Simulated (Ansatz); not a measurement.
# C2H5FSi (SMILES F/C=C/[SiH3]) at RPA@PBE0/cc-pVDZ

Aim: the vertical singlet–triplet gap of C2H5FSi at RPA@PBE0/cc-pVDZ, from 2 runs. 

The calculation is run with Ansatz 0.2.0.

91 further runs of the same task are left out: 91 set aside as unsound or not needed.

**1. The system as given**

The species is C2H5FSi (9 atoms), meant as a singlet with charge 0. As SMILES, `F/C=C/[SiH3]`. The shape is that of a PBE0-D4/def2-TZVP optimisation.

Bond lengths: F1–C2 1.336 Å, C2–C3 1.322 Å, C3–Si4 1.852 Å, C2–H5 1.086 Å, C3–H6 1.087 Å, Si4–H7 1.487 Å, Si4–H8 1.487 Å, Si4–H9 1.487 Å. Some angles: F1–C2–C3 122.8°, C2–C3–Si4 121.1°, F1–C2–H5 111.4°, C3–C2–H5 125.9°, C2–C3–H6 117.6°, Si4–C3–H6 121.3°, C3–Si4–H7 110.8°, C3–Si4–H8 110.8°, C3–Si4–H9 108.6°, H7–Si4–H8 107.9°.

**2. A single-point energy at RPA@PBE0/cc-pVDZ**

Contents of molecule.yaml:

```yaml
crystal:
  periodic: [false, false, false]
  atoms:
    - {symbol: F, position_ang: [-1.259900, 2.360900, 0.506400]}
    - {symbol: C, position_ang: [-0.578300, 1.355000, -0.048000]}
    - {symbol: C, position_ang: [-0.336700, 0.219900, 0.584900]}
    - {symbol: Si, position_ang: [0.614100, -1.145000, -0.228900]}
    - {symbol: H, position_ang: [-0.264200, 1.599600, -1.058100]}
    - {symbol: H, position_ang: [-0.716100, 0.118100, 1.598600]}
    - {symbol: H, position_ang: [1.843700, -1.465600, 0.542800]}
    - {symbol: H, position_ang: [-0.206700, -2.381600, -0.316300]}
    - {symbol: H, position_ang: [0.992500, -0.707600, -1.598500]}
basis:
  gaussian:
    orbitals: cc-pVDZ
magnetization:
  spin_polarized: false
  initial_magnetization: 0
hamiltonian:
  xc: pbe0
correlation:
  method: rpa
  frozen_orbitals: {C: 1, F: 1, H: 0, Si: 5}
accuracy: high
```

Run with:

```bash
$ ansatz run molecule.yaml --threads 1 --pin off --max-ram 3480MiB --events-out events.jsonl --progress --plain --runs-dir runs
```

Output:

```text
Warning: RAYON_NUM_THREADS=1 ignored (pool sized by the plan → 1); use --threads N
Functional definition: PBE0
  name "PBE0"
  parameter a = 0.25
  parameter kappa = 0.804
  parameter beta = 0.06672455060314922
  exchange = (1 - a)*pbe_x(kappa = kappa, mu = beta*pi^2/3) + a*exact_x
  correlation = pbe_c(beta = beta)
1988 factors; integrals over basis functions are off by at most 3.8e-9 eV
mean field evaluation 1: about -12737.1094 eV, gradient 3.7e1 eV
mean field evaluation 2: about -12737.3295 eV, gradient 3.7e1 eV
mean field evaluation 4: about -12740.3524 eV, gradient 9.2e0 eV
mean field evaluation 8: about -12740.5577 eV, gradient 2.5e-1 eV
mean field evaluation 16: about -12740.5579 eV, gradient 2.9e-5 eV
mean field -12740.55790182 eV, -468.2068670315 hartree, gradient 3.2e-8 eV, S^2 0.000000; 0 other end points of the search recorded, 0 dependent functions left out
8 core orbitals not correlated: weight in the atoms' cores, before any rotation towards them, 1.000 or more for the frozen orbitals, at most 0.000 for the correlated occupied ones
reference -12706.93973378 eV, -466.9714221431 hartree; 12, 12 occupied and 65, 65 virtual orbitals, 1988 factors
Total energy: -12729.35426391 eV, -467.7951409325 hartree
```

It took 13 s on 1 thread of Arm Neoverse V2, shared host; peak memory 0.31 GiB.

**3. The triplet at the same level**

Contents of job.yaml:

```yaml
crystal:
  periodic: [false, false, false]
  atoms:
    - {symbol: F, position_ang: [-1.259900, 2.360900, 0.506400]}
    - {symbol: C, position_ang: [-0.578300, 1.355000, -0.048000]}
    - {symbol: C, position_ang: [-0.336700, 0.219900, 0.584900]}
    - {symbol: Si, position_ang: [0.614100, -1.145000, -0.228900]}
    - {symbol: H, position_ang: [-0.264200, 1.599600, -1.058100]}
    - {symbol: H, position_ang: [-0.716100, 0.118100, 1.598600]}
    - {symbol: H, position_ang: [1.843700, -1.465600, 0.542800]}
    - {symbol: H, position_ang: [-0.206700, -2.381600, -0.316300]}
    - {symbol: H, position_ang: [0.992500, -0.707600, -1.598500]}
basis:
  gaussian:
    orbitals: cc-pVDZ
magnetization:
  spin_polarized: true
  initial_magnetization: 2
hamiltonian:
  xc: {name: PBE0}
correlation:
  method: rpa
  frozen_orbitals: {C: 1, F: 1, H: 0, Si: 5}
accuracy: high
```

Run with:

```bash
$ ansatz run job.yaml --threads 1 --pin off --max-ram 3480MiB --events-out events.jsonl --progress --plain --runs-dir runs
```

Output, cut to the lines that bear on the results:

```text
Warning: RAYON_NUM_THREADS=1 ignored (pool sized by the plan → 1); use --threads N
[... 2 set-up lines as earlier in the session ...]
[...]
1988 factors; integrals over basis functions are off by at most 3.8e-9 eV
[...]
mean field -12736.18141657 eV, -468.0460341652 hartree, gradient 4.2e-8 eV, S^2 2.007874; 0 other end points of the search recorded, 0 dependent functions left out
8 core orbitals not correlated: weight in the atoms' cores, before any rotation towards them, 1.000 or more for the frozen orbitals, at most 0.000 for the correlated occupied ones
reference -12703.23450305 eV, -466.8352574255 hartree; 13, 11 occupied and 64, 66 virtual orbitals, 1988 factors
Total energy: -12724.72221222 eV, -467.6249161727 hartree
```

Run time: 21 s. Hardware: 1 thread of Arm Neoverse V2, shared host; peak memory 0.45 GiB.

**4. Outcome**

Level: RPA@PBE0/cc-pVDZ, 8 core orbitals frozen.

| quantity | value |
| --- | --- |
| singlet: total energy | -467.79514 Eh |
| singlet: RPA correlation energy (valence) | -823.7 mEh |
| triplet: total energy | -467.62492 Eh |
| triplet: RPA correlation energy (valence) | -789.7 mEh |
| triplet: ⟨S²⟩ of the reference determinant | 2.008 |
| vertical energy of the triplet above the singlet | 4.632 eV |

What this shows: At this shape the triplet lies 4.63 eV (107 kcal/mol) above the singlet.
